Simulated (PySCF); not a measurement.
# A gas-phase reaction: GaH4NO2 + H2O → GaH3O3 + H3N

Aim: the reaction energy of `[NH2][Ga]([OH])[OH]` + `O` → `[OH][Ga]([OH])[OH]` + `N`.

Computed with PySCF 2.14.0; each step states its level. No surroundings beyond the atoms listed, unless a continuum is named. Atoms count from 0, parts from 1.

## Step 1: The system as given

Each species was relaxed by itself at PBE0-D3(BJ)/def2-SVPD.

## Step 2: Energies of the species: wB97M-D3(BJ)/def2-TZVPD

What the job is given:

```
{"job": {"kind": "react", "xc": "wB97M-D3(BJ)", "basis": "def2-TZVPD"}, "charge": 0, "multiplicity": 1}
-1 GaH4NO2 charge 0 multiplicity 1
N      0.998180    -0.363120     0.810880
Ga    -0.393050     0.088740    -0.254440
O     -0.835510     1.776270    -0.626970
O     -1.458030    -1.097250    -1.054980
H      1.596180     0.309800     1.267690
H      1.252990    -1.313820     1.034780
H     -0.301040     2.450540    -0.201400
H     -1.256220    -2.020200    -0.885220

-1 H2O charge 0 multiplicity 1
O      0.000120     0.389380    -0.003520
H     -0.762940    -0.194420     0.005460
H      0.762840    -0.194930    -0.001920

+1 GaH3O3 charge 0 multiplicity 1
O      1.079740     1.373000    -0.580120
Ga     0.149960    -0.076340    -0.133020
O      0.566340    -1.570580    -0.992090
O     -1.147440    -0.132810     1.095920
H      0.853500     2.184260    -0.118950
H      0.048980    -2.335470    -0.725080
H     -1.357150     0.689550     1.545390

+1 H3N charge 0 multiplicity 1
N      0.005900     0.004740     0.284410
H      0.927900    -0.189430    -0.095180
H     -0.622290    -0.706650    -0.077780
H     -0.295280     0.894390    -0.102480
```

Method: wB97M-D3(BJ)/def2-TZVPD reaction energy of separated species, gas phase.

Launch:

```console
OMP_NUM_THREADS=1 python cluster_run.py task.json out
```

The driver reads the jobs from task.json and runs them one after another.

Log:

```text
species 1 (GaH4NO2)
coarse grid: 32784 points
cycle   1  E = -2132.4809481622  dE = -2.387e-01  |g| = 1.184e+00  |ddm| = 2.236e+00
cycle   2  E = -2132.3785878111  dE =  1.024e-01  |g| = 1.515e+00  |ddm| = 1.783e+00
cycle   3  E = -2132.7071312875  dE = -3.285e-01  |g| = 7.966e-02  |ddm| = 9.468e-01
cycle   4  E = -2132.7081865994  dE = -1.055e-03  |g| = 5.004e-02  |ddm| = 8.263e-02
cycle   5  E = -2132.7087134357  dE = -5.268e-04  |g| = 9.852e-03  |ddm| = 3.263e-02
cycle   6  E = -2132.7087442844  dE = -3.085e-05  |g| = 2.838e-03  |ddm| = 1.308e-02
cycle   7  E = -2132.7087467374  dE = -2.453e-06  |g| = 1.648e-03  |ddm| = 3.603e-03
final grid: 68192 points
cycle   8  E = -2132.7087429757  dE = -2.900e-07  |g| = 1.690e-03  |ddm| = 3.135e-03
cycle   9  E = -2132.7087429744  dE =  1.325e-09  |g| = 1.799e-03  |ddm| = 1.786e-03
cycle  10  E = -2132.7087433045  dE = -3.301e-07  |g| = 8.639e-05  |ddm| = 9.499e-04
cycle  11  E = -2132.7087433086  dE = -4.159e-09  |g| = 7.511e-05  |ddm| = 1.286e-04
cycle  12  E = -2132.7087433105  dE = -1.897e-09  |g| = 7.606e-06  |ddm| = 1.117e-04
cycle  13  E = -2132.7087433106  dE = -3.456e-11  |g| = 4.301e-06  |ddm| = 1.301e-05
converged SCF energy = -2132.7087433106

species 2 (H2O)
coarse grid: 10128 points
cycle   1  E = -76.4117499878  dE = -7.453e-02  |g| = 5.872e-01  |ddm| = 8.994e-01
cycle   2  E = -76.4087430511  dE =  3.007e-03  |g| = 6.461e-01  |ddm| = 5.038e-01
cycle   3  E = -76.4759334436  dE = -6.719e-02  |g| = 2.731e-02  |ddm| = 2.374e-01
cycle   4  E = -76.4760586460  dE = -1.252e-04  |g| = 5.497e-03  |ddm| = 1.609e-02
cycle   5  E = -76.4760673228  dE = -8.677e-06  |g| = 8.214e-04  |ddm| = 5.831e-03
final grid: 21952 points
cycle   6  E = -76.4760630032  dE = -1.975e-07  |g| = 5.842e-04  |ddm| = 1.373e-03
cycle   7  E = -76.4760630100  dE = -6.840e-09  |g| = 6.465e-04  |ddm| = 6.469e-04
cycle   8  E = -76.4760630736  dE = -6.362e-08  |g| = 3.198e-05  |ddm| = 2.235e-04
cycle   9  E = -76.4760630745  dE = -8.218e-10  |g| = 4.134e-06  |ddm| = 1.105e-04
converged SCF energy = -76.4760630745

species 3 (GaH3O3)
coarse grid: 30376 points
cycle   1  E = -2152.3291617698  dE = -2.237e-01  |g| = 1.298e+00  |ddm| = 2.164e+00
cycle   2  E = -2152.2215966302  dE =  1.076e-01  |g| = 1.633e+00  |ddm| = 1.878e+00
cycle   3  E = -2152.6005955817  dE = -3.790e-01  |g| = 5.133e-02  |ddm| = 9.907e-01
cycle   4  E = -2152.6011577921  dE = -5.622e-04  |g| = 2.297e-02  |ddm| = 5.536e-02
cycle   5  E = -2152.6012411532  dE = -8.336e-05  |g| = 1.448e-02  |ddm| = 2.539e-02
cycle   6  E = -2152.6012792693  dE = -3.812e-05  |g| = 2.118e-03  |ddm| = 1.041e-02
cycle   7  E = -2152.6012809268  dE = -1.658e-06  |g| = 1.428e-03  |ddm| = 3.129e-03
final grid: 63032 points
cycle   8  E = -2152.6012913615  dE = -9.931e-08  |g| = 1.594e-03  |ddm| = 3.314e-03
cycle   9  E = -2152.6012912387  dE =  1.229e-07  |g| = 1.862e-03  |ddm| = 1.763e-03
cycle  10  E = -2152.6012916791  dE = -4.404e-07  |g| = 1.225e-04  |ddm| = 9.436e-04
cycle  11  E = -2152.6012916818  dE = -2.716e-09  |g| = 3.396e-05  |ddm| = 9.026e-05
cycle  12  E = -2152.6012916827  dE = -8.899e-10  |g| = 3.367e-06  |ddm| = 9.213e-05
converged SCF energy = -2152.6012916827

species 4 (H3N)
coarse grid: 12536 points
cycle   1  E = -56.5694041071  dE = -1.294e-01  |g| = 3.023e-01  |ddm| = 1.089e+00
cycle   2  E = -56.5779579597  dE = -8.554e-03  |g| = 2.716e-01  |ddm| = 2.675e-01
cycle   3  E = -56.5918792850  dE = -1.392e-02  |g| = 2.124e-02  |ddm| = 1.115e-01
cycle   4  E = -56.5919848801  dE = -1.056e-04  |g| = 5.194e-03  |ddm| = 1.727e-02
cycle   5  E = -56.5919960158  dE = -1.114e-05  |g| = 7.322e-04  |ddm| = 8.713e-03
cycle   6  E = -56.5919964309  dE = -4.150e-07  |g| = 1.111e-04  |ddm| = 3.175e-03
final grid: 27112 points
cycle   7  E = -56.5919842621  dE = -1.708e-08  |g| = 6.609e-05  |ddm| = 8.350e-04
cycle   8  E = -56.5919842643  dE = -2.161e-09  |g| = 5.376e-05  |ddm| = 2.707e-04
cycle   9  E = -56.5919842649  dE = -6.957e-10  |g| = 1.249e-05  |ddm| = 5.478e-05
converged SCF energy = -56.5919842649

Reaction energy = -5.090 kcal/mol
```

It took 47 s on 1 thread of Arm Neoverse N1, shared host; peak memory 0.74 GiB.

Species by species (with the dispersion term, which the log's SCF energies lack):

| ν | species | energy (Eh) | HOMO (eV) |
| --- | --- | --- | --- |
| -1 | [NH2][Ga]([OH])[OH] | -2132.71409 | -10.13 |
| -1 | O | -76.47682 | -11.72 |
| +1 | [OH][Ga]([OH])[OH] | -2152.60545 | -11.56 |
| +1 | N | -56.59358 | -10.26 |

## Step 3: Energies of the species: PBE0-D3(BJ)/def2-TZVPD

Same as in step 2 but for these lines:

```diff
@@ -1,2 +1,2 @@
-{"job": {"kind": "react", "xc": "wB97M-D3(BJ)", "basis": "def2-TZVPD"}, "charge": 0, "multiplicity": 1}
+{"job": {"kind": "react", "xc": "PBE0", "basis": "def2-TZVPD", "disp": "d3bj"}, "charge": 0, "multiplicity": 1}
 -1 GaH4NO2 charge 0 multiplicity 1
```

Level: PBE0-D3(BJ)/def2-TZVPD reaction energy of separated species, gas phase.

Log:

```text
species 1 (GaH4NO2)
coarse grid: 32784 points
cycle   1  E = -2131.8799028303  dE = -1.101e-01  |g| = 1.344e+00  |ddm| = 2.315e+00
cycle   2  E = -2131.1757681720  dE =  7.041e-01  |g| = 2.395e+00  |ddm| = 2.533e+00
cycle   3  E = -2132.1486982838  dE = -9.729e-01  |g| = 2.529e-01  |ddm| = 1.787e+00
cycle   4  E = -2132.1589513903  dE = -1.025e-02  |g| = 1.164e-01  |ddm| = 2.196e-01
cycle   5  E = -2132.1613146975  dE = -2.363e-03  |g| = 1.785e-02  |ddm| = 6.360e-02
cycle   6  E = -2132.1613643710  dE = -4.967e-05  |g| = 5.666e-03  |ddm| = 1.365e-02
cycle   7  E = -2132.1613695801  dE = -5.209e-06  |g| = 1.493e-03  |ddm| = 3.939e-03
final grid: 68192 points
cycle   8  E = -2132.1613764350  dE =  1.106e-07  |g| = 1.987e-03  |ddm| = 3.108e-03
cycle   9  E = -2132.1613759432  dE =  4.918e-07  |g| = 2.763e-03  |ddm| = 2.617e-03
cycle  10  E = -2132.1613769506  dE = -1.007e-06  |g| = 2.763e-04  |ddm| = 1.551e-03
cycle  11  E = -2132.1613769629  dE = -1.226e-08  |g| = 4.864e-05  |ddm| = 2.040e-04
cycle  12  E = -2132.1613769633  dE = -3.965e-10  |g| = 6.535e-06  |ddm| = 3.460e-05
converged SCF energy = -2132.1613769633

species 2 (H2O)
coarse grid: 2328 points
cycle   1  E = -76.3044310267  dE = -5.297e-03  |g| = 6.571e-01  |ddm| = 9.011e-01
cycle   2  E = -76.1882126244  dE =  1.162e-01  |g| = 1.036e+00  |ddm| = 7.256e-01
cycle   3  E = -76.3820306143  dE = -1.938e-01  |g| = 3.132e-02  |ddm| = 4.396e-01
cycle   4  E = -76.3822129160  dE = -1.823e-04  |g| = 5.864e-03  |ddm| = 1.606e-02
cycle   5  E = -76.3822180548  dE = -5.139e-06  |g| = 7.850e-04  |ddm| = 2.507e-03
final grid: 21952 points
cycle   6  E = -76.3808944278  dE = -1.510e-05  |g| = 3.449e-03  |ddm| = 9.318e-03
cycle   7  E = -76.3808924612  dE =  1.967e-06  |g| = 4.753e-03  |ddm| = 3.322e-03
cycle   8  E = -76.3808961790  dE = -3.718e-06  |g| = 2.518e-04  |ddm| = 1.965e-03
cycle   9  E = -76.3808961896  dE = -1.061e-08  |g| = 2.399e-05  |ddm| = 1.101e-04
cycle  10  E = -76.3808961898  dE = -1.122e-10  |g| = 3.292e-06  |ddm| = 1.516e-05
converged SCF energy = -76.3808961898

species 3 (GaH3O3)
coarse grid: 30376 points
cycle   1  E = -2151.6953118203  dE = -4.398e-02  |g| = 1.475e+00  |ddm| = 2.236e+00
cycle   2  E = -2150.9219853803  dE =  7.733e-01  |g| = 2.570e+00  |ddm| = 2.764e+00
cycle   3  E = -2152.0323963319  dE = -1.110e+00  |g| = 1.281e-01  |ddm| = 1.917e+00
cycle   4  E = -2152.0339388519  dE = -1.543e-03  |g| = 1.029e-01  |ddm| = 1.367e-01
cycle   5  E = -2152.0353629408  dE = -1.424e-03  |g| = 2.476e-02  |ddm| = 6.839e-02
cycle   6  E = -2152.0354655065  dE = -1.026e-04  |g| = 5.989e-03  |ddm| = 1.876e-02
cycle   7  E = -2152.0354703785  dE = -4.872e-06  |g| = 1.611e-03  |ddm| = 4.725e-03
final grid: 63032 points
cycle   8  E = -2152.0355002682  dE =  3.800e-07  |g| = 2.407e-03  |ddm| = 3.346e-03
cycle   9  E = -2152.0354987195  dE =  1.549e-06  |g| = 3.878e-03  |ddm| = 3.693e-03
cycle  10  E = -2152.0355011430  dE = -2.423e-06  |g| = 4.112e-04  |ddm| = 2.385e-03
cycle  11  E = -2152.0355011658  dE = -2.281e-08  |g| = 4.199e-05  |ddm| = 2.482e-04
cycle  12  E = -2152.0355011661  dE = -2.856e-10  |g| = 1.512e-05  |ddm| = 3.894e-05
converged SCF energy = -2152.0355011661

species 4 (H3N)
coarse grid: 2928 points
cycle   1  E = -56.4894877012  dE = -9.634e-02  |g| = 3.707e-01  |ddm| = 1.101e+00
cycle   2  E = -56.4630678191  dE =  2.642e-02  |g| = 5.179e-01  |ddm| = 4.424e-01
cycle   3  E = -56.5201639349  dE = -5.710e-02  |g| = 1.575e-02  |ddm| = 2.484e-01
cycle   4  E = -56.5202124118  dE = -4.848e-05  |g| = 3.353e-03  |ddm| = 8.630e-03
cycle   5  E = -56.5202145825  dE = -2.171e-06  |g| = 3.222e-04  |ddm| = 2.234e-03
final grid: 27112 points
cycle   6  E = -56.5150250828  dE = -1.161e-05  |g| = 5.625e-03  |ddm| = 1.632e-02
cycle   7  E = -56.5150196160  dE =  5.467e-06  |g| = 7.694e-03  |ddm| = 5.843e-03
cycle   8  E = -56.5150314063  dE = -1.179e-05  |g| = 1.443e-04  |ddm| = 3.477e-03
cycle   9  E = -56.5150314109  dE = -4.591e-09  |g| = 3.202e-05  |ddm| = 9.650e-05
cycle  10  E = -56.5150314112  dE = -2.948e-10  |g| = 3.536e-06  |ddm| = 2.848e-05
converged SCF energy = -56.5150314112

Reaction energy = -4.923 kcal/mol
```

Run time: 25 s. Hardware: 1 thread of Arm Neoverse N1, shared host; peak memory 0.63 GiB.

Reaction energy at this level: -4.92 kcal/mol.

## Step 4: Side by side

Energies in kcal/mol, with wall time:

| run | reaction | time |
| --- | --- | --- |
| wB97M-D3(BJ)/def2-TZVPD | -5.09 | 47 s |
| PBE0-D3(BJ)/def2-TZVPD | -4.92 | 25 s |

## Step 5: What came out

| quantity | value |
| --- | --- |
| reaction energy (wB97M-D3(BJ)/def2-TZVPD) | -5.09 kcal/mol |
| ΔH, ΔG at 298 K (xTB thermal terms) | -4.0, -3.8 kcal/mol |
| range of the reaction energy over the runs of this table | -5.09 to -4.92 kcal/mol |

The reaction is exothermic by 4.0 kcal/mol in the gas phase; dispersion gives +0.23, and xTB itself gave -10.61 for the electronic energy (xTB energies and thermal terms come from the earlier relaxation of each species, not shown). No barrier was sought. The reaction energy runs from -5.09 (wB97M-D3(BJ)/def2-TZVPD) to -4.92 kcal/mol (PBE0-D3(BJ)/def2-TZVPD).
